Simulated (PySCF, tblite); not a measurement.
# C₆H₁₃BSi₂: geometry, infrared bands and NMR shifts

Aim: predict the infrared bands and NMR shifts of C₆H₁₃BSi₂ (`CC#CB[C@@H]1[SiH2]C[Si@@H]1C`).

Programs: tblite 0.8.0 and PySCF 2.14.0, with density-fitted response routines of our own. Each step states its level of theory. These are calculated values for one molecule in the gas phase, unless marked as measured. Atoms are numbered from 0 throughout.

### 1 The molecule as given

22 atoms, charge 0, multiplicity 1; geometry from: force field or distance geometry start.

Bonds of the start (Å): C0–C1 1.48, C1–C2 1.20, C2–B3 1.53, B3–C4 1.59, C4–Si5 1.89, Si5–C6 1.87, C6–Si7 1.88, Si7–C8 1.86, Si7–C4 1.89, C0–H9 1.09, C0–H10 1.10, C0–H11 1.11, B3–H12 1.19, C4–H13 1.08, Si5–H14 1.46, Si5–H15 1.46, C6–H16 1.08, C6–H17 1.10, Si7–H18 1.46, C8–H19 1.12, C8–H20 1.12, C8–H21 1.12.

### 2 Geometry optimisation with GFN2-xTB

Job settings and geometry (Å):

```
{"job": {"kind": "relax", "xc": "GFN2-xTB", "basis": "xTB"}, "charge": 0, "multiplicity": 1}
C      4.581000     0.762600     0.186900
C      3.149200     0.425600     0.041500
C      1.994700     0.125900    -0.077500
B      0.516900    -0.240000    -0.267100
C     -0.465600    -0.107100     0.971400
Si    -1.274300    -1.789200     1.258900
C     -2.284100    -1.392400    -0.266600
Si    -2.173200     0.383400     0.339800
C     -2.135900     1.646700    -1.019700
H      4.703900     1.839800     0.049600
H      4.888800     0.425500     1.191900
H      5.208100     0.236500    -0.569200
H      0.310800    -1.127500    -1.039200
H     -0.116100     0.411500     1.851100
H     -0.355100    -2.913400     1.149300
H     -2.057700    -1.713600     2.493400
H     -1.681500    -1.520700    -1.157800
H     -3.298700    -1.826100    -0.267700
H     -3.119500     0.607100     1.427800
H     -1.685300     2.597400    -0.647300
H     -3.181000     1.864700    -1.350900
H     -1.536000     1.322700    -1.902500
```

On the command line:

```sh
$ OMP_NUM_THREADS=1 python probes_run.py task.json out
```

This one command runs all jobs of the session in turn.

**Question.** This job is followed by: GFN2-xTB harmonic vibrations, gas phase; GIAO PBE0/pcSseg-1 NMR shielding, non-relativistic, gas phase. Predict these results of the whole session: strongest single infrared mode (GFN2-xTB); zero-point energy (GFN2-xTB); 13C shifts against TMS (PBE0/pcSseg-1); 1H shifts against TMS (PBE0/pcSseg-1, means over atoms taken as alike); 11B shifts against BF3·OEt2 (PBE0/pcSseg-1); 29Si shifts against TMS (PBE0/pcSseg-1); surface potential, 1st and 99th percentile.

**Answer**, as computed:

```
                                                              quantity                                                     value
                             strongest single infrared mode (GFN2-xTB)                                     2216 cm⁻¹, 544 km/mol
                                          zero-point energy (GFN2-xTB)                                            102.3 kcal/mol
                                13C shifts against TMS (PBE0/pcSseg-1)                     138.0, 99.5, 33.7, 7.7, 0.5, -1.8 ppm
1H shifts against TMS (PBE0/pcSseg-1, means over atoms taken as alike)  6.33, 5.22, 4.92, 4.84, 2.66, 2.33, 0.86, 0.51, 0.41 ppm
                           11B shifts against BF3·OEt2 (PBE0/pcSseg-1)                                                  60.2 ppm
                               29Si shifts against TMS (PBE0/pcSseg-1)                                           -6.4, -42.9 ppm
                                 surface potential, 1st and 99th percentile                                        -0.95 V and 0.92 V
```

The optimisation took 147 steps and gained 0.924 eV; among the close pairs (by a distance rule), C4–Si7 changed most, from 1.886 to 1.935 Å. The lowest mode is imaginary (22i cm⁻¹), so the xTB geometry is not a minimum. The strongest single mode, at 2216 cm⁻¹, moves mainly H15. Unscaled tight-binding wavenumbers are off by several per cent, some by more. Its intensities can rank the bands wrongly. At PBE0/pcSseg-1: Shielding is most anisotropic at C2 (span 288 ppm, paramagnetic term -169 ppm). At PBE0/pcSseg-1, counted by nearest atom on the grid, the HOMO lies on C1, C2 about 32 % each; C4 10 %, the LUMO on B3 39 %; C1 20 %.
